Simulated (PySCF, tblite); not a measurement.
# C₄F₂O₂: geometry, infrared bands, NMR shifts and spin-spin couplings

Aim: predict the infrared bands, NMR shifts and spin-spin couplings of C₄F₂O₂ (`O=C(F)C#CC(=O)F`).

The runs use tblite 0.8.0 and PySCF 2.14.0, with density-fitted response routines of our own; the level of theory stands in each step. All values are computed, except where a source is named. Atoms are numbered from 0 throughout.

**1. The starting structure**

8 atoms, charge 0, multiplicity 1; geometry from: force field or distance geometry start.

Bonds of the start (Å): O0–C1 1.27, C1–F2 1.36, C1–C3 1.43, C3–C4 1.21, C4–C5 1.44, C5–O6 1.27, C5–F7 1.35.

**2. Relaxing the molecule with GFN2-xTB**

Job settings and geometry (Å):

```
{"job": {"kind": "relax", "xc": "GFN2-xTB", "basis": "xTB"}, "charge": 0, "multiplicity": 1}
O      2.713500     0.498000     1.143600
C      1.936300     0.618100     0.141400
F      2.370800     1.133500    -1.038000
C      0.584200     0.171900     0.307400
C     -0.559800    -0.201700     0.468900
C     -1.930800    -0.624500     0.627400
O     -2.219900    -1.427700     1.572900
F     -2.885200    -0.158300    -0.213400
```

Launch:

```
> OMP_NUM_THREADS=1 python probes_run.py task.json out
```

One launch serves the whole session: the jobs run in the order shown.

**Question.** This job is followed by: GFN2-xTB harmonic vibrations, gas phase; GIAO PBE0/pcSseg-1 NMR shielding, non-relativistic, gas phase; B3LYP/pcJ-1 indirect spin-spin coupling, non-relativistic, gas phase. Predict these results of the whole session: strongest single infrared mode (GFN2-xTB); zero-point energy (GFN2-xTB); 13C shifts against TMS (PBE0/pcSseg-1, means over atoms taken as alike); 17O shifts against H2O (PBE0/pcSseg-1, means over atoms taken as alike); 19F shifts against CFCl3 (PBE0/pcSseg-1, means over atoms taken as alike); largest coupling of the table (B3LYP/pcJ-1).

**Answer**, as computed:

| quantity | value |
| --- | --- |
| strongest single infrared mode (GFN2-xTB) | 1849 cm⁻¹, 674 km/mol |
| zero-point energy (GFN2-xTB) | 19.7 kcal/mol |
| 13C shifts against TMS (PBE0/pcSseg-1, means over atoms taken as alike) | 149.0, 82.6 ppm |
| 17O shifts against H2O (PBE0/pcSseg-1, means over atoms taken as alike) | 480.2 ppm |
| 19F shifts against CFCl3 (PBE0/pcSseg-1, means over atoms taken as alike) | 67.3 ppm |
| largest coupling of the table (B3LYP/pcJ-1) | 1J(C,F) C1–F2, -391.7 Hz |

What this shows: Over 90 steps the energy fell by 0.867 eV; of the close pairs, O0–C1 changed most, 1.274 to 1.177 Å. No mode is imaginary among the 18: a minimum at this level. The strongest single mode, at 1849 cm⁻¹, is spread over several atoms, C5, C1, O6, O0 among them. Unscaled tight-binding wavenumbers are off by several per cent, some by more. Its intensities can rank the bands wrongly. At PBE0/pcSseg-1: The widest tensor belongs to O0, O6: span 693 ppm, with a paramagnetic part of -545 ppm. Of the pairs tabulated at B3LYP/pcJ-1, C1–F2 (mean over like pairs) couples most strongly (-391.7 Hz; Fermi contact -349.7 Hz). Density functionals describe couplings to fluorine poorly, F–F couplings above all, so those rows are rough.
